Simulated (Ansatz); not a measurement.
## Molecular dynamics of Li

Input file:

```yaml
crystal:
  lattice:
    - [7.205315, 0.0, 0.0]
    - [0.0, 7.205315, 0.0]
    - [0.0, 0.0, 7.205315]
  atoms:
    - { symbol: Li, position: [0.0, 0.0, 0.0] }
    - { symbol: Li, position: [0.5, 0.0, 0.0] }
    - { symbol: Li, position: [0.0, 0.5, 0.0] }
    - { symbol: Li, position: [0.0, 0.0, 0.5] }
    - { symbol: Li, position: [0.25, 0.25, 0.25] }
    - { symbol: Li, position: [0.5, 0.5, 0.0] }
    - { symbol: Li, position: [0.5, 0.0, 0.5] }
    - { symbol: Li, position: [0.75, 0.25, 0.25] }
    - { symbol: Li, position: [0.0, 0.5, 0.5] }
    - { symbol: Li, position: [0.25, 0.75, 0.25] }
    - { symbol: Li, position: [0.25, 0.25, 0.75] }
    - { symbol: Li, position: [0.5, 0.5, 0.5] }
    - { symbol: Li, position: [0.75, 0.75, 0.25] }
    - { symbol: Li, position: [0.75, 0.25, 0.75] }
    - { symbol: Li, position: [0.25, 0.75, 0.75] }
    - { symbol: Li, position: [0.75, 0.75, 0.75] }
basis:
  ecutwfc: 420.0
kpoints:
  mp_grid: { grid: [2, 2, 2] }
hamiltonian:
  xc: pbesol
scf:
  occupations: { method: fermi_dirac, width: 0.11 }
  lower_state_search: "off"
md:
  timestep: 1
  n_steps: 120
  ensemble: nvt_langevin
  temperature: 1300.0
  initial_velocities: maxwell_boltzmann
  seed: 126566
  friction: 0.02
```

Run as:

```bash
$ ansatz run input.yaml --threads 1 --pin off --max-ram 3072MiB --backend cpu --events-out ev --progress --plain --runs-dir out
```

It starts from a structure without forces on its atoms.

Output, in part (one step line in 5):

```
md step     0: t =     0.00 fs  T =  1218.8 K  F+E_penalty+E_count = -3247.56128651 eV  E_kin = 2.520570 eV  (6 SCF iters)
md step     5: t =     5.00 fs  T =  1510.9 K  F+E_penalty+E_count = -3247.46634678 eV  E_kin = 3.124714 eV  (5 SCF iters)
md step    10: t =    10.00 fs  T =  1148.4 K  F+E_penalty+E_count = -3247.21128969 eV  E_kin = 2.375157 eV  (6 SCF iters)
md step    15: t =    15.00 fs  T =  1077.5 K  F+E_penalty+E_count = -3246.85056080 eV  E_kin = 2.228424 eV  (5 SCF iters)
md step    20: t =    20.00 fs  T =   979.8 K  F+E_penalty+E_count = -3246.45939439 eV  E_kin = 2.026484 eV  (6 SCF iters)
md step    25: t =    25.00 fs  T =   732.8 K  F+E_penalty+E_count = -3246.12985201 eV  E_kin = 1.515464 eV  (5 SCF iters)
md step    30: t =    30.00 fs  T =   485.4 K  F+E_penalty+E_count = -3245.91196008 eV  E_kin = 1.003864 eV  (6 SCF iters)
md step    35: t =    35.00 fs  T =   555.1 K  F+E_penalty+E_count = -3245.85811600 eV  E_kin = 1.147973 eV  (5 SCF iters)
md step    40: t =    40.00 fs  T =   699.1 K  F+E_penalty+E_count = -3245.89239032 eV  E_kin = 1.445929 eV  (6 SCF iters)
md step    45: t =    45.00 fs  T =   896.3 K  F+E_penalty+E_count = -3245.95498377 eV  E_kin = 1.853722 eV  (4 SCF iters)
md step    50: t =    50.00 fs  T =   884.6 K  F+E_penalty+E_count = -3245.91588379 eV  E_kin = 1.829505 eV  (6 SCF iters)
md step    55: t =    55.00 fs  T =   879.9 K  F+E_penalty+E_count = -3245.71473279 eV  E_kin = 1.819799 eV  (5 SCF iters)
md step    60: t =    60.00 fs  T =   914.6 K  F+E_penalty+E_count = -3245.55127326 eV  E_kin = 1.891481 eV  (6 SCF iters)
md step    65: t =    65.00 fs  T =   993.9 K  F+E_penalty+E_count = -3245.44634376 eV  E_kin = 2.055519 eV  (4 SCF iters)
md step    70: t =    70.00 fs  T =   994.6 K  F+E_penalty+E_count = -3245.29363942 eV  E_kin = 2.057037 eV  (6 SCF iters)
md step    75: t =    75.00 fs  T =   880.6 K  F+E_penalty+E_count = -3245.18666425 eV  E_kin = 1.821174 eV  (5 SCF iters)
md step    80: t =    80.00 fs  T =   983.8 K  F+E_penalty+E_count = -3245.16172308 eV  E_kin = 2.034601 eV  (6 SCF iters)
md step    85: t =    85.00 fs  T =  1141.4 K  F+E_penalty+E_count = -3245.16599474 eV  E_kin = 2.360533 eV  (5 SCF iters)
md step    90: t =    90.00 fs  T =  1077.3 K  F+E_penalty+E_count = -3245.09909020 eV  E_kin = 2.228062 eV  (6 SCF iters)
md step    95: t =    95.00 fs  T =   990.4 K  F+E_penalty+E_count = -3244.98756655 eV  E_kin = 2.048401 eV  (5 SCF iters)
md step   100: t =   100.00 fs  T =   959.5 K  F+E_penalty+E_count = -3244.86578291 eV  E_kin = 1.984494 eV  (6 SCF iters)
md step   105: t =   105.00 fs  T =   812.7 K  F+E_penalty+E_count = -3244.83310358 eV  E_kin = 1.680794 eV  (5 SCF iters)
md step   110: t =   110.00 fs  T =  1012.6 K  F+E_penalty+E_count = -3244.97833154 eV  E_kin = 2.094194 eV  (6 SCF iters)
md step   115: t =   115.00 fs  T =  1128.9 K  F+E_penalty+E_count = -3245.19722750 eV  E_kin = 2.334825 eV  (5 SCF iters)
md step   120: t =   120.00 fs  T =  1188.8 K  F+E_penalty+E_count = -3245.24592078 eV  E_kin = 2.458652 eV  (6 SCF iters)
```

The run went to its last step. The mean temperature of the second half is 24 % below the set value. A run of 0.12 ps of so small a system gives no equilibrium averages. Limits of this set-up: coarse k mesh.

Mean squared displacements from the first frame to the last, about the centre of mass: Li 0.46 Å².

Last frame:

```xyz
16
Lattice="7.2053 0.0000 0.0000 0.0000 7.2053 0.0000 0.0000 0.0000 7.2053" Properties=species:S:1:pos:R:3
Li 0.624 0.599 0.451
Li 3.996 0.254 0.606
Li -0.014 3.954 -0.536
Li 0.318 0.334 3.502
Li 2.236 2.045 1.835
Li 4.325 4.180 -0.034
Li 3.428 0.449 3.619
Li 5.389 1.929 2.421
Li 0.729 3.324 3.346
Li 2.077 5.720 2.039
Li 1.819 1.720 5.322
Li 2.924 3.738 3.907
Li 5.724 4.475 1.951
Li 5.608 2.288 5.340
Li 1.969 5.878 6.106
Li 5.802 5.170 4.338
```

The run took 7.1 min on 1 thread of Arm Neoverse V2, with other jobs on the host, peak memory 0.52 GiB.
